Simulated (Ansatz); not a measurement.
# BeBH₃ (singlet): wave-function methods side by side at scale of all distances = 1.117, 6-31G

Aim: climb from Hartree-Fock through coupled cluster and multireference methods for BeBH₃ (singlet) at one geometry and basis, and see what each rung misses.

Program: Ansatz 0.2.0, Gaussian basis. Level of theory: 6-31G, core rule «outside noble gas», up to 2 orbitals frozen. These are calculated values, not measurements.

The runs, in order: UHF; CCSD(T) on RHF; BCCD(T) on RHF; CISD; CCSDT(Q) on RHF; CCSDTQ on RHF; CASSCF and MRCISD+Q, 2 electrons in 2 orbitals; CASSCF and NEVPT2, 2 electrons in 2 orbitals; Full CI.

19 further runs of the same task are left out: 6 for a known fault of the program, 10 that didn't finish, 3 set aside as unsound or not needed. Runs told in other sessions of the task aren't counted.

### 1 What is computed

The geometry derives from a PBE0/def2-TZVP stationary point (not a proven minimum). All distances are scaled together.

5 atoms, charge 0, spin multiplicity 1.

Atoms are counted from 1 here; the program's logs count them from 0.

Bond lengths: B1–Be2 2.092 Å, B1–H3 1.342 Å, B1–H4 1.342 Å, Be2–H5 1.498 Å. Angles: Be2–B1–H3 123.4°, Be2–B1–H4 123.4°, H3–B1–H4 113.2°, B1–Be2–H5 180.0°.

### 2 UHF

The input, in.yaml:

```yaml
crystal:
  periodic: [false, false, false]
  atoms:
    - {symbol: B, position_ang: [0.000000, 0.000000, 0.918503]}
    - {symbol: Be, position_ang: [0.000000, 0.000000, -1.173818]}
    - {symbol: H, position_ang: [0.000000, 1.120553, 1.657796]}
    - {symbol: H, position_ang: [0.000000, -1.120553, 1.657796]}
    - {symbol: H, position_ang: [0.000000, 0.000000, -2.671971]}
basis:
  gaussian: {orbitals: 6-31G}
magnetization: {spin_polarized: true, initial_magnetization: 0}
hamiltonian: {xc: hf}
output: {orbitals: {seedname: orbitals}}
```

Run with:

```console
> ansatz run in.yaml --threads 1 --pin off --events-out ev --progress --plain --max-ram 2393MiB
```

The runs that follow: CCSD(T) on RHF; BCCD(T) on RHF; CISD; CCSDT(Q) on RHF; CCSDTQ on RHF; CASSCF and MRCISD+Q, 2 electrons in 2 orbitals; CASSCF and NEVPT2, 2 electrons in 2 orbitals; Full CI.

Q: Predict the results of all the runs planned. Wanted: FCI from the RHF energy; RMP2 from FCI; RCCSD from FCI; RCCSD(T) from FCI; RCCSDT(Q) from FCI; NEVPT2 pair from FCI; T1 diagnostic; effectively unpaired electrons.

The runs gave:

| quantity | value |
| --- | --- |
| FCI from the RHF energy | -2.8944 eV |
| RMP2 from FCI | +77.3 kJ/mol |
| RCCSD from FCI | +7.0 kJ/mol |
| RCCSD(T) from FCI | +2.0 kJ/mol |
| RCCSDT(Q) from FCI | +0.1 kJ/mol |
| NEVPT2 pair from FCI | +68.1 kJ/mol |
| levels within 1 kcal/mol (43 meV) | RCCSD(T), BCCD(T), RCCSDT, RCCSDT(Q), RCCSDTQ |
| T1 diagnostic | 0.010 |
| effectively unpaired electrons | 0.05 |

RCCSD(T) misses by +2.0 kJ/mol, 0.7 % of the correlation energy. One determinant dominates. These misses are within one basis, not against nature.
